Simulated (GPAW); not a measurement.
HPbNO4:

```
CELL_PARAMETERS angstrom
4.27531 -0.00040 0.00636
-2.08399 5.20775 -0.04907
-2.12377 -1.86574 4.91491
ATOMIC_POSITIONS crystal
H 0.99073 0.03330 0.90994
Pb 0.50274 0.81989 0.14287
N 0.00838 0.47408 0.50265
O 0.99816 0.92741 0.02877
O 0.19467 0.73435 0.60852
O 0.81673 0.35882 0.24556
O 0.01381 0.33121 0.65217
```

The cell was built by a generator and needn't be a form met in nature.

Base run:

```yaml
Program: GPAW 26.7.0
Functional: AM05
Potentials_or_basis: PAW data sets generated in the run's folder for this functional
Cutoff: 800 eV
Basis: pw
k_mesh: 6 × 4 × 4
Occupations: fermi-dirac, width 0.05 eV
Spin: no spin polarisation
```

Its results: band gap on the k mesh 2.88 eV, indirect (least direct gap 3.19 eV); pressure -2.2 GPa; largest force 0.568 eV/Å.

Question: The run is repeated on the same cell with these changes: functional from AM05 to PW91. What comes out?

Answer: Band gap on the k mesh 2.86 eV, indirect (least direct gap 3.17 eV); pressure -0.5 GPa; largest force 0.087 eV/Å.

PW91 binds less tightly than AM05, so the same cell stands under more pressure.

Caveats: spin-orbit coupling is left out, which as a rule narrows the gap of such compounds by several tenths of an eV.

A k mesh can miss the band edges.
